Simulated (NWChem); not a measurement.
# GeF2 (SMILES [F][Ge][F]): levels of theory compared

Aim: a comparison of 6 runs (HF/STO-3G, HF/6-31G, HF/def2-TZVPP, B3LYP/6-31G*, B3LYP/def2-TZVP) of GeF2. 

The calculation is run with NWChem 7.3.0.

1 further run of the same task is left out (set aside as unsound or not needed).

### Step 1. The system as given

GeF2: 3 atoms, total charge 0, spin state singlet. As SMILES, `[F][Ge][F]`. The shape is that of a PBE0-D4/def2-TZVP optimisation.

Bond lengths: F1–Ge2 1.745 Å, Ge2–F3 1.745 Å. Angles: F1–Ge2–F3 97.2°.

### Step 2. Energy and gradient at HF/STO-3G (run 1)

Contents of run.py:

```python
from ase import Atoms
from ase.calculators.nwchem import NWChem

molecule = Atoms('FGeF', positions=[
    [-0.675900, -1.101800, -0.497500],
    [0.637500, -0.295200, 0.320200],
    [0.027600, 1.332100, 0.164100],
])

calc = NWChem(
    label='f2ge',
    theory='scf',
    memory='2200 mb',
    basis='STO-3G',
    basispar='spherical bse',
    scf={'nopen': '0', 'rhf': None, 'thresh': '1e-08', 'maxiter': '80'},
)
molecule.calc = calc

forces = molecule.get_forces()
e = molecule.get_potential_energy()
print(f"E = {e:.6f} eV")
print("forces (eV/A):")
for s, f in zip(molecule.symbols, forces):
    print(f"{s:2s} {f[0]:10.5f} {f[1]:10.5f} {f[2]:10.5f}")
print("dipole (e A):", molecule.get_dipole_moment().round(4))
```

Started as:

```
$ export ASE_NWCHEM_COMMAND="nwchem PREFIX.nwi > PREFIX.nwo"
$ python run.py
```

Standard output:

```text
E = -61166.287226 eV
forces (eV/A):
F     1.84436    1.83577    1.22678
Ge   -2.33929    0.99898   -1.18435
F     0.49499   -2.83474   -0.04242
dipole (e A): [ 0.1605 -0.0685  0.0812]
```

The calculator wrote f2ge.nwi:

```
title "f2ge"

permanent_dir f2ge

scratch_dir f2ge

start f2ge

geometry units angstrom nocenter noautosym noautoz
  F  -6.7589999999999995e-01 -1.1017999999999999e+00 -4.9750000000000000e-01
  Ge 6.3749999999999996e-01 -2.9520000000000002e-01 3.2019999999999998e-01
  F  2.7600000000000000e-02 1.3321000000000001e+00 1.6410000000000000e-01
end

memory 2200 mb

basis spherical bse noprint
   * library STO-3G
end

scf
  nopen 0
  rhf
  thresh 1e-08
  maxiter 80
end

task scf gradient
```

f2ge.nwo:

```text
Northwest Computational Chemistry Package (NWChem) 7.3.0
             --------------------------------------------------------

           Job information
           ---------------

    nwchem branch   = 7.3.0
    use scalapack   = T
    input           = f2ge.nwi
    prefix          = f2ge.
    data base       = f2ge/f2ge.db
    status          = startup
    nproc           =        1

           Memory information
           ------------------

    heap     =     72089596 doubles =      550.0 Mbytes
    stack    =     72089601 doubles =      550.0 Mbytes
    global   =    144179200 doubles =     1100.0 Mbytes (distinct from heap & stack)
    total    =    288358397 doubles =     2200.0 Mbytes
    verify   = yes
    hardfail = no

           Directory information
           ---------------------

  0 permanent = f2ge
  0 scratch   = f2ge

                                NWChem Input Module
                                -------------------

                                       f2ge
                                       ----

[... 102 lines left out ...]
 Convergence threshold     :          1.000E-08
[... 12 lines left out ...]
       Final RHF  results
[... 3 lines left out ...]
      One-electron energy =  -3542.167412373933
[... 1 line left out ...]
 Nuclear repulsion energy =    191.062731442584
[... 36 lines left out ...]
                       ROHF Final Molecular Orbital Analysis
[... 158 lines left out ...]
     L   x y z        total         open         nuclear
     -   - - -        -----         ----         -------
     0   0 0 0     -0.000000      0.000000     50.000000

     1   1 0 0      0.303231      0.000000     27.524426
[... 8 lines of this table left out ...]
     2   0 0 2    -15.618012      0.000000     20.536522

                              NWChem Gradients Module
                              -----------------------

                                       f2ge

  wavefunction    =   RHF

                         RHF ENERGY GRADIENTS

    atom               coordinates                        gradient
                 x          y          z           x          y          z
   1 F      -1.277266  -2.082100  -0.940139   -0.035867  -0.035700  -0.023857
   2 Ge      1.204700  -0.557847   0.605090    0.045492  -0.019427   0.023032
   3 F       0.052156   2.517304   0.310104   -0.009626   0.055127   0.000825

                 ----------------------------------------
                 |  Time  |  1-e(secs)   |  2-e(secs)   |
                 ----------------------------------------
                 |  CPU   |       0.00   |       0.25   |
                 ----------------------------------------
                 |  WALL  |       0.00   |       0.25   |
                 ----------------------------------------

 Task  times  cpu:        1.1s     wall:        1.1s
 Total times  cpu:        1.1s     wall:        1.1s
```

Wall time 2.2 s (1 thread of Intel Xeon 6975P-C (Granite Rapids), shared host); peak memory 0.096 GiB.

### Step 3. Energy and forces at HF/6-31G (run 2)

Contents of input.nw:

```
start input
memory stack 880 mb heap 220 mb global 1100 mb
charge 0
geometry noautosym nocenter noautoz
F     -0.675900    -1.101800    -0.497500
Ge     0.637500    -0.295200     0.320200
F      0.027600     1.332100     0.164100
end
basis spherical bse
* library 6-31G
end
scf
thresh 1e-08
maxiter 80
end
task scf gradient
```

Started as:

```
$ nwchem input.nw > input.out
```

Standard output:

```text
[...]
  functions       =    45
[...]
  wavefunction    = RHF
[...]
         Total SCF energy =  -2273.938737094308
      One-electron energy =  -3554.097037741440
      Two-electron energy =   1089.095569204548
 Nuclear repulsion energy =    191.062731442584
        Time for solution =      6.2s
[...]
                         RHF ENERGY GRADIENTS
    atom               coordinates                        gradient
                 x          y          z           x          y          z
   1 F      -1.277266  -2.082100  -0.940139    0.006876   0.001469   0.003973
   2 Ge      1.204700  -0.557847   0.605090   -0.011475   0.004872  -0.005813
   3 F       0.052156   2.517304   0.310104    0.004599  -0.006340   0.001840
[...]
```

Wall time 8.4 s (1 thread of Intel Xeon 6975P-C (Granite Rapids), shared host); peak memory 0.094 GiB.

Runs 3 to 5 aren't shown in full; the table further down has their settings and results.

### Step 4. Energy and forces at B3LYP/def2-TZVP (run 6)

Contents of run.py:

```python
from ase import Atoms
from ase.calculators.nwchem import NWChem

atoms = Atoms(['F', 'Ge', 'F'], positions=[
    [-0.675900, -1.101800, -0.497500],
    [0.637500, -0.295200, 0.320200],
    [0.027600, 1.332100, 0.164100],
])

calc = NWChem(
    label='m1',
    theory='dft',
    memory='2200 mb',
    basis='def2-TZVP',
    basispar='spherical bse',
    dft={'xc': 'b3lyp', 'mult': '1', 'grid': 'fine', 'convergence': 'energy 1e-08', 'iterations': '100', 'mulliken': None},
)
atoms.calc = calc

forces = atoms.get_forces()
e = atoms.get_potential_energy()
print(f"E = {e:.6f} eV")
print("forces (eV/A):")
for s, f in zip(atoms.symbols, forces):
    print(f"{s:2s} {f[0]:10.5f} {f[1]:10.5f} {f[2]:10.5f}")
print("dipole (e A):", atoms.get_dipole_moment().round(4))
```

Started as:

```
$ export ASE_NWCHEM_COMMAND="nwchem PREFIX.nwi > PREFIX.nwo"
$ python run.py
```

Standard output:

```text
E = -61957.905056 eV
forces (eV/A):
F    -0.26801   -0.17879   -0.16846
Ge    0.38469   -0.16311    0.19489
F    -0.11668    0.34191   -0.02643
dipole (e A): [ 0.4423 -0.1888  0.2239]
```

The calculator wrote m1.nwi:

```
title "m1"

permanent_dir m1

scratch_dir m1

start m1

geometry units angstrom nocenter noautosym noautoz
  F  -6.7589999999999995e-01 -1.1017999999999999e+00 -4.9750000000000000e-01
  Ge 6.3749999999999996e-01 -2.9520000000000002e-01 3.2019999999999998e-01
  F  2.7600000000000000e-02 1.3321000000000001e+00 1.6410000000000000e-01
end

memory 2200 mb

basis spherical bse noprint
   * library def2-TZVP
end

dft
  xc b3lyp
  mult 1
  grid fine
  convergence energy 1e-08
  iterations 100
  mulliken
end

task dft gradient
```

m1.nwo:

```text
Northwest Computational Chemistry Package (NWChem) 7.3.0
             --------------------------------------------------------

           Job information
           ---------------

    nwchem branch   = 7.3.0
    use scalapack   = T
    input           = m1.nwi
    prefix          = m1.
    data base       = m1/m1.db
    status          = startup
    nproc           =        1

           Memory information
           ------------------

    heap     =     72089594 doubles =      550.0 Mbytes
    stack    =     72089599 doubles =      550.0 Mbytes
    global   =    144179200 doubles =     1100.0 Mbytes (distinct from heap & stack)
    total    =    288358393 doubles =     2200.0 Mbytes
    verify   = yes
    hardfail = no

           Directory information
           ---------------------

  0 permanent = m1
  0 scratch   = m1

                                NWChem Input Module
                                -------------------

                                        m1
                                        --

[... 73 lines left out ...]
  convergence criterion.
[... 17 lines left out ...]
          Convergence on gradient requested:  5.00D-04
[... 25 lines left out ...]
          Convergence aids based upon iterative change in
[... 28 lines left out ...]
 1-e energy   =   -3554.829673
[... 39 lines left out ...]
         Total DFT energy =    -2276.911032776804
[... 2 lines left out ...]
    Exchange-Corr. energy =     -100.081168391443
[... 853 lines left out ...]
          Convergence on energy requested:  1.00D-08
[... 23 lines left out ...]
          Spatial weights used:  Erf1
[... 4 lines left out ...]
          total energy or number of iterations.
[... 18 lines left out ...]
                            NWChem DFT Gradient Module
                            --------------------------

                                        m1

  charge          =   0.00
  wavefunction    = closed shell

                         DFT ENERGY GRADIENTS

    atom               coordinates                        gradient
                 x          y          z           x          y          z
   1 F      -1.277266  -2.082100  -0.940139    0.005212   0.003477   0.003276
   2 Ge      1.204700  -0.557847   0.605090   -0.007481   0.003172  -0.003790
   3 F       0.052156   2.517304   0.310104    0.002269  -0.006649   0.000514

                 ----------------------------------------
                 |  Time  |  1-e(secs)   |  2-e(secs)   |
                 ----------------------------------------
                 |  CPU   |       0.01   |       5.17   |
                 ----------------------------------------
                 |  WALL  |       0.01   |       5.17   |
                 ----------------------------------------

 Task  times  cpu:       25.4s     wall:       25.4s
 Total times  cpu:       25.4s     wall:       25.4s
```

It took 27 s on 1 thread of Intel Xeon 6975P-C (Granite Rapids), shared host; peak memory 0.12 GiB.

### Step 5. Overview of the runs

```
run                               level  iteration cap  module   energy (Eh)  dipole moment (D)  HOMO energy (eV)  LUMO energy (eV)  wall time
  1                           HF/STO-3G             80     scf  -2247.819614               0.92             -7.07              5.12      2.2 s
  2                            HF/6-31G             80     scf  -2273.938737               3.36            -11.86              0.16      8.4 s
  3                       HF/def2-TZVPP             80     scf  -2274.415381               2.70            -11.75              0.44       37 s
  4  B3LYP/6-31G* (spherical functions)            100     dft  -2276.514624               2.16             -8.51             -2.60       12 s
  5  B3LYP/6-31G* (Cartesian functions)            100     dft  -2276.523316               2.16             -8.50             -2.58       12 s
  6                     B3LYP/def2-TZVP            100     dft  -2276.911033               2.55             -8.79             -2.85       27 s
```

### Step 6. Outcome

| quantity | value |
| --- | --- |
| run 6: total energy | -2276.91103 Eh |
| run 6: dipole moment | 2.55 D |
| run 6: HOMO energy | -8.79 eV |
| run 6: LUMO energy | -2.85 eV |
| run 6: HOMO–LUMO gap | 5.94 eV |
| run 6: largest force on an atom | 0.461 eV/Å |

In words: The dipole moment (its size) runs from 0.92 D (HF/STO-3G) to 3.36 D (HF/6-31G). The HOMO–LUMO gap runs from 5.91 eV (B3LYP/6-31G*) to 12.20 eV (HF/def2-TZVPP). The two ends differ in method and basis. In run 1 the basis is minimal, so the values are rough. All runs together took 97 s, the longest 37 s.
